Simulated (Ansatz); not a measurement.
**ClFH₂SSn: a ladder of functionals and wavefunction methods**

Aim: compute ClFH₂SSn with functionals from several rungs and with coupled cluster. The yardstick is the atomisation energy at the CCSD(T) limit.

Computed with Ansatz 0.2.0, Gaussian basis. Level: functionals in def2-TZVPP, the program's frozen cores in correlated methods.

The runs, in order: LDA (SPW92), PBE-D4, revPBE-D4, BLYP-D4, r2SCAN-D4, B97M-V, PBE0-D4, B3LYP-D4, r2SCANh-D4, r2SCAN0-D4, HSE06-D4, BHLYP-D4, CAM-B3LYP-D4, LC-ωPBE, ωB97X-V, ωB97M-V, B2PLYP, PBE-QIDH; CCSD(T)/def2-SVP; CCSD(T)/def2-TZVPP; CCSD(T)/def2-QZVPP; extrapolation to the limit; RPA on PBE.

**1. Structure used throughout**

All runs share one geometry, relaxed beforehand with PBE0-D4 in a triple-zeta def2 set. Sn takes the def2 core potential; no spin-orbit term is included.

6 atoms, charge 0, spin multiplicity 1.

Atoms are counted from 1 here; the program's logs count them from 0.

Bond lengths: F1–Sn2 1.911 Å, Sn2–S3 2.366 Å, Sn2–Cl4 2.307 Å, Sn2–H5 1.693 Å, S3–H6 1.345 Å. Angles: F1–Sn2–S3 108.3°, F1–Sn2–Cl4 102.9°, F1–Sn2–H5 107.5°, S3–Sn2–Cl4 109.8°, S3–Sn2–H5 115.2°, Cl4–Sn2–H5 112.3°, Sn2–S3–H6 92.0°.

**2. LDA**

This LDA is Slater exchange with PW92 correlation.

Contents of in.yaml:

```yaml
crystal:
  periodic: [false, false, false]
  atoms:
    - {symbol: F, position_ang: [-1.817070, 0.320640, -0.819224]}
    - {symbol: Sn, position_ang: [0.043977, -0.034279, -0.570848]}
    - {symbol: S, position_ang: [0.793988, 1.204167, 1.300798]}
    - {symbol: Cl, position_ang: [0.076842, -2.288117, -0.081180]}
    - {symbol: H, position_ang: [0.828378, 0.318379, -2.028884]}
    - {symbol: H, position_ang: [0.115984, 0.415208, 2.153137]}
basis:
  gaussian: {orbitals: def2-TZVPP}
hamiltonian: {xc: lda}
output: {orbitals: {seedname: orbitals}}
```

Launch:

```
$ ansatz run in.yaml --threads 2 --pin off --events-out ev --progress --plain --max-ram 22528MiB --backend cpu
```

The runs that follow: PBE-D4 (GGA); revPBE-D4 (GGA); BLYP-D4 (GGA); r2SCAN-D4 (meta-GGA); B97M-V (meta-GGA); PBE0-D4 (hybrid); B3LYP-D4 (hybrid); r2SCANh-D4 (hybrid); r2SCAN0-D4 (hybrid); HSE06-D4 (hybrid); BHLYP-D4 (hybrid); CAM-B3LYP-D4 (range-separated); LC-ωPBE (range-separated); ωB97X-V (range-separated); ωB97M-V (range-separated); B2PLYP (double hybrid); PBE-QIDH (double hybrid); CCSD(T) in def2-SVP; CCSD(T) in def2-TZVPP; CCSD(T) in def2-QZVPP; RPA on PBE orbitals.

Before running them: what should the planned runs give, taken together? Wanted: atomisation energy, CCSD(T)/CBS; farthest beyond LDA; mean size of error, GGA; mean size of error, meta-GGA; mean size of error, hybrid; mean size of error, range-separated; mean size of error, double hybrid; gap, smallest and largest; T1 diagnostic.

As calculated:

```
                               quantity                                      value
        atomisation energy, CCSD(T)/CBS                              1698.4 kJ/mol
 functionals within 17.0 kJ/mol (1.0 %)                 PBE-D4, r2SCAN-D4, ωB97X-V
                    farthest beyond LDA                   BHLYP-D4 (-109.4 kJ/mol)
                mean size of error, GGA                                34.0 kJ/mol
           mean size of error, meta-GGA                                20.0 kJ/mol
             mean size of error, hybrid                                58.1 kJ/mol
    mean size of error, range-separated                                28.6 kJ/mol
      mean size of error, double hybrid                                60.4 kJ/mol
              gap, smallest and largest  4.04 eV (LDA (SPW92)), 11.42 eV (LC-ωPBE)
                          T1 diagnostic                                     0.0128
triples share of the correlation energy                                      3.5 %
```

What this shows: LDA overbinds by 256.2 kJ/mol (15 %). PBE-D4 misses by +0.5 kJ/mol. Double hybrids carry the basis error of their MP2 part in triple zeta, and no dispersion term here, so their miss is partly the set-up's. Taken by rung, meta-GGA functionals do best (20.0 kJ/mol on average) and double hybrid ones worst beyond LDA (60.4 kJ/mol). The reference freezes the cores and leaves out spin-orbit coupling and excitations past (T), and its outer-core shells are covered unevenly, so misses under about 17.0 kJ/mol can't be ranked. All levels share the lack of spin-orbit coupling, which lowers the free heavy atoms and so the true binding. Hartree-Fock recovers 67 % of the binding; the rest is correlation. CCSD(T) in def2-SVP is off by -195.0 kJ/mol, so the small basis spoils what the method gains. The gap grows from 4.0 to 11.4 eV across the functionals, mostly with the share of exact exchange. Correlated methods include outer-core shells of Sn, which these sets cover unevenly.
